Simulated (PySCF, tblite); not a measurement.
# C9H8OSi: vibronic structure

Aim: compute the vibronic structure of C9H8OSi (`O=Cc1cccc(C#C[SiH3])c1`).

Computed with tblite 0.8.0 and PySCF 2.14.0 and routines of our own; the level stands in each step. Atoms count from 0.

## Step 1: The system as given

19 atoms, charge 0, multiplicity 1; geometry from: force field or distance geometry start.

## Step 2: Relaxing the molecule with GFN2-xTB

Job settings and geometry (Å):

```
{"job": {"kind": "relax", "xc": "GFN2-xTB", "basis": "xTB"}, "charge": 0, "multiplicity": 1}
O      4.456700    -1.094300     0.156700
C      3.250900    -1.348200     0.047900
C      2.221600    -0.316900     0.162000
C      2.568100     1.028700     0.366600
C      1.574900     1.994500     0.476600
C      0.227200     1.635400     0.344200
C     -0.120600     0.303900     0.126700
C     -1.492900    -0.057800     0.010200
C     -2.651100    -0.370400    -0.097500
Si    -4.459000    -0.835100    -0.256200
C      0.866200    -0.681200     0.033800
H      2.904400    -2.388500    -0.112000
H      3.611000     1.303300     0.480600
H      1.852600     3.034600     0.634900
H     -0.539900     2.410900     0.423300
H     -4.937100    -1.490000     0.993900
H     -4.644100    -1.773400    -1.388900
H     -5.286700     0.366600    -0.506700
H      0.588200    -1.712800    -0.127000
```

Run with:

```bash
$ OMP_NUM_THREADS=1 python excited_run.py task.json out
```

This one command runs all jobs of the session in turn.

The log of the run:

```text
step      E/eV     max force
  0    -790.40809    2.358
  1    -790.42151    2.625
  2    -790.48235    0.811
  3    -790.48731    0.904
  4    -790.49941    0.204
  5    -790.50507    0.193
  6    -790.50733    0.120
  7    -790.50991    0.114
  8    -790.51274    0.120
  9    -790.51513    0.137
 10    -790.51705    0.101
 11    -790.51828    0.083
 12    -790.51920    0.067
 13    -790.51997    0.090
 14    -790.52054    0.071
 15    -790.52086    0.030
 16    -790.52101    0.028
 17    -790.52112    0.024
 18    -790.52121    0.019
 19    -790.52128    0.018
 20    -790.52133    0.017
 21    -790.52137    0.012
 22    -790.52138    0.008
```

Run time: 0.21 s. Hardware: 1 thread of Arm Neoverse V1, shared host.

The steps of the relaxation:

| step | energy from step 0 (eV) | largest force (eV/Å) |
| --- | --- | --- |
| 0 | 0.0000 | 2.3578 |
| 1 | -0.0134 | 2.6254 |
| 2 | -0.0743 | 0.8112 |
| 3 | -0.0792 | 0.9036 |
| 4 | -0.0913 | 0.2039 |
| 5 | -0.0970 | 0.1929 |
| 6 | -0.0992 | 0.1204 |
| 7 | -0.1018 | 0.1137 |
| 8 | -0.1046 | 0.1205 |
| 9 | -0.1070 | 0.1372 |
| 10 | -0.1090 | 0.1005 |
| 11 | -0.1102 | 0.0830 |
| 12 | -0.1111 | 0.0675 |
| 13 | -0.1119 | 0.0898 |
| 14 | -0.1124 | 0.0709 |
| 15 | -0.1128 | 0.0297 |
| 16 | -0.1129 | 0.0285 |
| 17 | -0.1130 | 0.0241 |
| 18 | -0.1131 | 0.0192 |
| 19 | -0.1132 | 0.0182 |
| 20 | -0.1132 | 0.0168 |
| 21 | -0.1133 | 0.0121 |
| 22 | -0.1133 | 0.0082 |

Close pairs (by a distance rule), those that changed most:

| bond | before (Å) | after (Å) | change (Å) |
| --- | --- | --- | --- |
| O0–C1 | 1.237 | 1.204 | -0.033 |
| C8–Si9 | 1.873 | 1.847 | -0.027 |
| Si9–H15 | 1.490 | 1.464 | -0.026 |
| C2–C10 | 1.409 | 1.391 | -0.018 |
| Si9–H16 | 1.482 | 1.464 | -0.018 |
| C4–C5 | 1.401 | 1.384 | -0.017 |
| Si9–H17 | 1.481 | 1.464 | -0.016 |
| C5–H14 | 1.094 | 1.080 | -0.013 |

The next job starts from the end point, and lists it.

## Step 3: Infrared spectrum with GFN2-xTB

Job settings and geometry (Å):

```
{"job": {"kind": "ir", "xc": "GFN2-xTB", "basis": "xTB"}, "charge": 0, "multiplicity": 1}
O      4.435059    -1.113909     0.150712
C      3.253636    -1.329562     0.060177
C      2.197221    -0.314783     0.157960
C      2.540261     1.021739     0.374702
C      1.553674     1.985021     0.466986
C      0.221872     1.630365     0.345918
C     -0.135156     0.296184     0.130030
C     -1.499070    -0.062230     0.007655
C     -2.664729    -0.366620    -0.096522
Si    -4.444638    -0.832178    -0.255645
C      0.859045    -0.675010     0.036556
H      2.872529    -2.356717    -0.111528
H      3.585152     1.276641     0.466188
H      1.820058     3.017966     0.633806
H     -0.554969     2.377862     0.416017
H     -4.856190    -1.470108     0.996603
H     -4.567902    -1.760171    -1.381561
H     -5.210762     0.391993    -0.497829
H      0.585104    -1.707234    -0.131149
```

The log of the run:

```text
mode    cm-1     km/mol
  1     -30.4      0.02
  2      53.9      0.23
  3      57.4      1.33
  4     100.2      9.60
  5     170.8      5.81
  6     182.9      0.47
  7     200.3      4.26
  8     219.2      2.96
  9     317.5      6.40
 10     326.5      0.38
 11     397.8      0.86
 12     417.6      0.66
 13     481.4      3.47
 14     531.5     63.24
 15     536.6     79.50
 16     543.3     24.00
 17     614.2      5.97
 18     651.8      2.14
 19     655.9     17.51
 20     781.6    419.22
 21     782.4    126.49
 22     783.0    158.49
 23     785.3     99.48
 24     802.4    327.99
 25     876.4      0.63
 26     903.6      0.03
 27     929.7      0.13
 28     931.9      0.08
 29     971.3     19.03
 30     993.3      7.22
 31    1120.0      1.42
 32    1161.0     24.68
 33    1182.1      1.50
 34    1255.4     12.38
 35    1278.4     83.92
 36    1322.6      8.33
 37    1370.2     17.67
 38    1426.7     24.64
 39    1458.5      7.36
 40    1561.6     38.06
 41    1582.1      7.13
 42    1746.2    460.87
 43    2252.8    419.18
 44    2253.9    403.35
 45    2264.4    220.85
 46    2285.7     25.80
 47    2750.7    123.82
 48    3077.3     16.08
 49    3083.0      9.57
 50    3092.7     26.07
 51    3102.3     17.34
```

Run time: 0.9 s. Hardware: 1 thread of Arm Neoverse V1, shared host.

Which atoms move in the most intense modes:

| cm⁻¹ | km/mol | atoms |
| --- | --- | --- |
| 782 | 419.2 | H15 29 %, H17 24 %, H16 23 % |
| 782 | 126.5 | H17 48 %, H16 26 % |
| 783 | 158.5 | H15 52 %, H16 34 % |
| 802 | 328.0 | C1 21 %, C4 19 %, Si9 13 % |
| 1746 | 460.9 | C1 60 %, O0 39 % |
| 2253 | 419.2 | H15 68 %, H16 16 %, H17 12 % |
| 2254 | 403.4 | H17 50 %, H16 45 % |
| 2264 | 220.8 | H16 34 %, H17 32 %, H15 27 % |

## Step 4: Vibronic structure: TDDFT B3LYP/def2-SV(P)

The job, as its differences from that of step 3:

```diff
@@ -1,2 +1,2 @@
-{"job": {"kind": "ir", "xc": "GFN2-xTB", "basis": "xTB"}, "charge": 0, "multiplicity": 1}
+{"job": {"kind": "vib", "xc": "B3LYP", "basis": "def2-SV(P)", "tda": false}, "charge": 0, "multiplicity": 1}
 O      4.435059    -1.113909     0.150712
```

Level: TDDFT B3LYP/def2-SV(P) vertical-gradient vibronic structure (displaced harmonic oscillators, Condon), gas phase.

The log of the run:

```text
final grid: 77992 points
cycle   1  E = -711.8725436204  dE =  1.784e+00  |g| = 8.531e-01  |ddm| = 6.039e+00
cycle   2  E = -711.2943597027  dE =  5.782e-01  |g| = 1.856e+00  |ddm| = 4.385e+00
cycle   3  E = -712.0211100829  dE = -7.268e-01  |g| = 2.105e-01  |ddm| = 3.547e+00
cycle   4  E = -712.0313314098  dE = -1.022e-02  |g| = 9.250e-02  |ddm| = 4.172e-01
cycle   5  E = -712.0328168162  dE = -1.485e-03  |g| = 6.109e-02  |ddm| = 1.539e-01
cycle   6  E = -712.0337347967  dE = -9.180e-04  |g| = 1.068e-02  |ddm| = 6.089e-02
cycle   7  E = -712.0337578549  dE = -2.306e-05  |g| = 4.735e-03  |ddm| = 1.336e-02
cycle   8  E = -712.0337635328  dE = -5.678e-06  |g| = 1.341e-03  |ddm| = 6.775e-03
cycle   9  E = -712.0337639855  dE = -4.526e-07  |g| = 3.946e-04  |ddm| = 2.451e-03
cycle  10  E = -712.0337640198  dE = -3.435e-08  |g| = 1.315e-04  |ddm| = 6.050e-04
cycle  11  E = -712.0337640237  dE = -3.834e-09  |g| = 5.847e-05  |ddm| = 2.386e-04
cycle  12  E = -712.0337640244  dE = -7.853e-10  |g| = 6.539e-06  |ddm| = 8.105e-05
converged SCF energy = -712.0337640244

Singlet excitations (eV, f): 3.664 (0.0001)  4.241 (0.0480)  4.862 (0.0001)  4.926 (0.1816)  5.030 (0.0000)  5.402 (0.0003)

State S1  3.6636 eV  f = 0.00005  H-1->L 0.91
  relaxed dipole 1.462 D, largest gradient of the excitation energy 0.1164 Eh/bohr
  mode    cm-1        S   lambda/meV  Raman
   42   1746.2    0.7822     169.4   1.000
   40   1561.6    0.1344      26.0   0.137
   32   1161.0    0.1552      22.3   0.088
   35   1278.4    0.0995      15.8   0.068
   37   1370.2    0.0870      14.8   0.069
   41   1582.1    0.0480       9.4   0.050
   38   1426.7    0.0443       7.8   0.038
   30    993.3    0.0573       7.1   0.024
   24    802.4    0.0700       7.0   0.019
   31   1120.0    0.0298       4.1   0.016
   39   1458.5    0.0225       4.1   0.020
   20    781.6    0.0387       3.8   0.010
  reorganisation energy 0.3051 eV, total S 1.805, 0-0 3.3585 eV
  absorption maximum 3.572 eV, width 0.458 eV

State S2  4.2408 eV  f = 0.04803  H->L 0.82
  relaxed dipole 9.356 D, largest gradient of the excitation energy 0.0618 Eh/bohr
  mode    cm-1        S   lambda/meV  Raman
   42   1746.2    0.1879      40.7   1.000
   35   1278.4    0.2430      38.5   0.693
   46   2285.7    0.1023      29.0   0.933
   12    417.6    0.5463      28.3   0.166
   13    481.4    0.2741      16.4   0.111
   40   1561.6    0.0781      15.1   0.332
   30    993.3    0.1102      13.6   0.190
   19    655.9    0.1388      11.3   0.104
   24    802.4    0.0739       7.4   0.083
   20    781.6    0.0621       6.0   0.066
    9    317.5    0.1456       5.7   0.026
    8    219.2    0.1528       4.2   0.013
  reorganisation energy 0.2356 eV, total S 2.385, 0-0 4.0052 eV
  absorption maximum 4.063 eV, width 0.410 eV

State S4  4.9261 eV  f = 0.18164  H->L+1 0.57, H-2->L 0.23, H->L 0.12
  relaxed dipole 3.598 D, largest gradient of the excitation energy 0.0829 Eh/bohr
  mode    cm-1        S   lambda/meV  Raman
   46   2285.7    0.2191      62.1   1.000
   35   1278.4    0.1934      30.7   0.276
   41   1582.1    0.1316      25.8   0.288
   30    993.3    0.1798      22.1   0.155
   45   2264.4    0.0226       6.3   0.101
   39   1458.5    0.0211       3.8   0.039
   24    802.4    0.0329       3.3   0.019
   42   1746.2    0.0098       2.1   0.026
   40   1561.6    0.0100       1.9   0.021
   32   1161.0    0.0115       1.7   0.014
   13    481.4    0.0272       1.6   0.006
   17    614.2    0.0208       1.6   0.007
  reorganisation energy 0.1732 eV, total S 1.224, 0-0 4.7529 eV
  absorption maximum 4.755 eV, width 0.046 eV

State T1  3.1690 eV  f = 0.00000  H-1->L 0.86
  relaxed dipole 1.281 D, largest gradient of the excitation energy 0.1284 Eh/bohr
  mode    cm-1        S   lambda/meV  Raman
   42   1746.2    0.9885     214.0   1.000
   40   1561.6    0.0943      18.3   0.076
   32   1161.0    0.1259      18.1   0.056
   37   1370.2    0.0802      13.6   0.050
   35   1278.4    0.0690      10.9   0.037
   41   1582.1    0.0461       9.0   0.038
   38   1426.7    0.0425       7.5   0.029
   30    993.3    0.0395       4.9   0.013
   24    802.4    0.0451       4.5   0.010
   31   1120.0    0.0294       4.1   0.012
   47   2750.7    0.0112       3.8   0.028
   39   1458.5    0.0175       3.2   0.012
  reorganisation energy 0.3216 eV, total S 1.737, 0-0 2.8474 eV
  absorption maximum 3.063 eV, width 0.458 eV
```

Run time: 87 s. Hardware: 1 thread of Arm Neoverse V1, shared host; peak memory 1.1 GiB.

Orbitals, density, ELF and potential are computed afterwards from the orbital file.

Frontier orbitals at B3LYP/def2-SV(P), with the share of their density that lies nearest to each atom:

| orbital | energy (eV) | lies on |
| --- | --- | --- |
| HOMO | -6.92 | C8 27 %; C3, C6, C7 about 14 % each; C5, C10 about 7 % each |
| LUMO | -2.15 | C1, C5 about 17 % each; O0 16 %; C3 13 % |

ELF in a plane through or near 16 of the atoms.

Values, 10 rows by 14 columns:
```
0.00 0.00 0.00 0.00 0.00 0.00 0.00 0.00 0.00 0.00 0.00 0.00 0.00 0.00
0.00 0.00 0.00 0.00 0.01 0.18 0.00 0.00 0.00 0.00 0.00 0.00 0.00 0.00
0.00 0.00 0.00 0.00 0.83 1.00 0.03 1.00 0.43 0.00 0.00 0.00 0.00 0.00
0.00 0.00 0.00 0.16 0.07 0.15 0.66 0.97 0.03 0.08 0.01 0.86 0.47 0.00
0.00 0.00 0.01 1.00 0.79 0.69 0.48 0.75 0.60 0.73 0.28 1.00 0.97 0.00
0.00 0.00 0.06 0.16 0.27 0.19 0.50 0.56 0.29 0.21 0.68 0.75 0.13 0.00
0.00 0.00 0.50 0.18 0.35 0.38 0.93 0.82 0.21 0.46 0.17 0.71 0.12 0.00
0.00 0.00 0.31 0.68 0.90 0.96 0.53 0.87 0.00 0.00 0.01 0.11 0.01 0.00
0.00 0.00 0.00 0.00 0.64 0.78 0.00 0.00 0.00 0.00 0.00 0.00 0.00 0.00
0.00 0.00 0.00 0.00 0.00 0.00 0.00 0.00 0.00 0.00 0.00 0.00 0.00 0.00
```
The map spans 15.5 Å across and 10.8 Å up, centred on the molecule. Atoms in the plane (x, y in Å): O0 (-4.3, -1.6), C1 (-3.1, -1.7), C2 (-2.1, -0.6), C3 (-2.7, 0.7), C4 (-1.8, 1.8), C5 (-0.4, 1.6), C6 (0.1, 0.3), C7 (1.5, 0.1), C8 (2.7, -0.1), Si9 (4.5, -0.3), C10 (-0.8, -0.8), H11 (-2.6, -2.7), H12 (-3.7, 0.9), H13 (-2.2, 2.8), H14 (0.3, 2.4), H18 (-0.4, -1.8).

log10 of the density (e/Å³) in the same plane.

Ten even steps from '0' (-4.0) to '9' (1.7):
```
0000000000000000000000000000
0000000000100000000000000000
0000000022221111000000000000
0000000134443333200000000000
0000001246654555310000100000
0000001346765676421111221000
0000023456877775433223443100
0000135667777875444444554210
0000245779766776666555665310
0000235677756797977766665310
0001345567777777778769854310
0002467667779765666666654310
0003579787667764444455654210
0002578777556653333334443200
0001456567644442111223322100
0000244456533321000012211000
0000012344421110000000000000
0000000122210000000000000000
0000000000000000000000000000
0000000000000000000000000000
```
The map spans 15.5 Å across and 10.8 Å up, centred on the molecule. Atoms in the plane (x, y in Å): O0 (-4.3, -1.6), C1 (-3.1, -1.7), C2 (-2.1, -0.6), C3 (-2.7, 0.7), C4 (-1.8, 1.8), C5 (-0.4, 1.6), C6 (0.1, 0.3), C7 (1.5, 0.1), C8 (2.7, -0.1), Si9 (4.5, -0.3), C10 (-0.8, -0.8), H11 (-2.6, -2.7), H12 (-3.7, 0.9), H13 (-2.2, 2.8), H14 (0.3, 2.4), H18 (-0.4, -1.8).

On the surface of density 0.002 e/bohr³ the electrostatic potential runs, from the 1st to the 99th percentile, from -1.50 V near O0 to 1.08 V near H16.

## Step 5: Outcome

| quantity | value |
| --- | --- |
| strongest single infrared mode (GFN2-xTB) | 1746 cm⁻¹, 461 km/mol |
| zero-point energy (GFN2-xTB) | 81.0 kcal/mol |
| S1: vertical, reorganisation, 0-0, total S (step 4, TDDFT B3LYP/def2-SV(P), modes from GFN2-xTB) | 3.66, 0.31, 3.36 eV; 1.8 |
| S2: vertical, reorganisation, 0-0, total S (step 4, TDDFT B3LYP/def2-SV(P), modes from GFN2-xTB) | 4.24, 0.24, 4.01 eV; 2.4 |
| S4: vertical, reorganisation, 0-0, total S (step 4, TDDFT B3LYP/def2-SV(P), modes from GFN2-xTB) | 4.93, 0.17, 4.75 eV; 1.2 |
| surface potential, 1st and 99th percentile | -1.50 V and 1.08 V |

In words: The lowest mode is imaginary (30i cm⁻¹), so the xTB geometry is not a minimum. The strongest single mode, at 1746 cm⁻¹, moves mainly C1 and O0. GFN2-xTB is a fitted tight-binding method: band positions and strengths are rough. Its intensities can rank the bands wrongly. The vibronic model keeps the ground-state modes (from xTB) and shifts them along the gradient alone, so it can miss much of the relaxation that a full optimisation finds. At B3LYP/def2-SV(P), counted by nearest atom on the grid, the HOMO lies on C8 27 %; C3, C6, C7 about 14 % each, the LUMO on C1, C5 about 17 % each; O0 16 %.
